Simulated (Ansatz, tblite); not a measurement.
# InH2(CN) (CH2InN): one state, many levels

Aim: run the singlet of InH2(CN) (CH2InN) at one geometry on many levels, and compare frontier levels, spin and run time.

Computed with Ansatz 0.2.0, Gaussian basis. Level: as each input shows.

Plan: GFN1-xTB, GFN2-xTB, PBE-D4/def2-TZVP, r2SCAN-D4/def2-TZVP, r2SCANh-D4/def2-TZVP, B97M-V/def2-TZVP, BLYP-D4/def2-TZVP, CAM-B3LYP-D4/def2-TZVP, B2PLYP/def2-TZVP, r2SCAN0-D4/def2-TZVP, LC-ωPBE/def2-TZVP, PBE-D4/def2-SVP, PBE0-D4/def2-SVP, CCSD(T)/def2-TZVPP, MP2/def2-TZVP, RPA/def2-TZVP.

5 further runs of the same task are left out: 5 set aside as unsound or not needed. Runs told in other sessions of the task aren't counted.

## (1) The geometry

The geometry is that of the singlet, from an earlier relaxation (PBE-D4/def2-TZVP).

5 atoms, charge 0, spin multiplicity 1.

Bond lengths: In1–H2 1.715 Å, In1–H3 1.715 Å, In1–C4 2.149 Å, C4–N5 1.168 Å. Angles: H2–In1–H3 131.9°, H2–In1–C4 114.0°, H3–In1–C4 114.1°, In1–C4–N5 179.5°.

In takes a core potential in the def2 sets. No spin-orbit coupling is included.

PBE0-D4/def2-TZVP was run before; its log isn't repeated, and its numbers join the tables.

## (2) GFN1-xTB

Tight binding, by tblite at 300 K electronic temperature and without a spin-polarisation term:

```python
tblite.interface.Calculator('GFN1-xTB', numbers, positions, charge=0, uhf=0).singlepoint()
```

Energy -213.5480 eV, HOMO -11.59 eV, LUMO -6.14 eV; 0.003 s.

## (3) GFN2-xTB

Tight binding, by tblite at 300 K electronic temperature and without a spin-polarisation term:

```python
tblite.interface.Calculator('GFN2-xTB', numbers, positions, charge=0, uhf=0).singlepoint()
```

Energy -195.7423 eV, HOMO -11.29 eV, LUMO -7.45 eV; 0.002 s.

## (4) PBE-D4/def2-TZVP

start.molden holds the orbitals of an earlier run on this state, given as this run's starting guess.

in.yaml

```yaml
crystal:
  periodic: [false, false, false]
  atoms:
    - {symbol: In, position_ang: [0.406326, 0.704655, 0.005106]}
    - {symbol: H, position_ang: [2.111149, 0.526406, 0.052954]}
    - {symbol: H, position_ang: [-0.599040, 2.093389, -0.028300]}
    - {symbol: C, position_ang: [-0.668082, -1.156225, -0.014590]}
    - {symbol: N, position_ang: [-1.250353, -2.168234, -0.015171]}
basis:
  gaussian: {orbitals: def2-TZVP, initial_orbitals: start.molden}
hamiltonian: {xc: pbe, dispersion: d4}
scf: {omitted_lower_state_checks: [starts]}
output: {orbitals: {seedname: orbitals}}
```

Run with:

```sh
$ ansatz run in.yaml --threads 4 --pin off --events-out ev --progress --plain --max-ram 3916MiB
```

After this run come: r2SCAN-D4/def2-TZVP; r2SCANh-D4/def2-TZVP; B97M-V/def2-TZVP; BLYP-D4/def2-TZVP; CAM-B3LYP-D4/def2-TZVP; B2PLYP/def2-TZVP; r2SCAN0-D4/def2-TZVP; LC-ωPBE/def2-TZVP; PBE-D4/def2-SVP; PBE0-D4/def2-SVP; CCSD(T)/def2-TZVPP; MP2/def2-TZVP; RPA/def2-TZVP.

**Question.** What will the summary of the whole plan be? Wanted: gap in def2-TZVP, named functionals, smallest and largest; correlation energy, CCSD(T)/def2-TZVPP; correlation energy, MP2/def2-TZVP; binding an atom, CCSD(T)/def2-TZVPP; PBE0 total energy, smallest basis above largest.

**Answer**, as computed:

| quantity | value |
| --- | --- |
| gap in def2-TZVP, named functionals, smallest and largest | 4.26 eV (BLYP-D4), 11.10 eV (LC-ωPBE) |
| correlation energy, CCSD(T)/def2-TZVPP | -17.88 eV |
| correlation energy, MP2/def2-TZVP | -16.80 eV |
| binding an atom, CCSD(T)/def2-TZVPP | 3.260 eV |
| PBE0 total energy, smallest basis above largest | 3.19 eV (def2-SVP, def2-TZVP) |

What this shows: Orbital gaps of the named functionals in def2-TZVP span 4.26 eV (BLYP-D4) to 11.10 eV (LC-ωPBE); exact exchange widens it. The functionals in def2-TZVP miss CCSD(T)/def2-TZVPP by -0.051 (r2SCAN0-D4) to +0.176 eV (PBE-D4) an atom. CCSD(T)/def2-TZVPP isn't at the basis-set limit; small misses against it rank nothing.
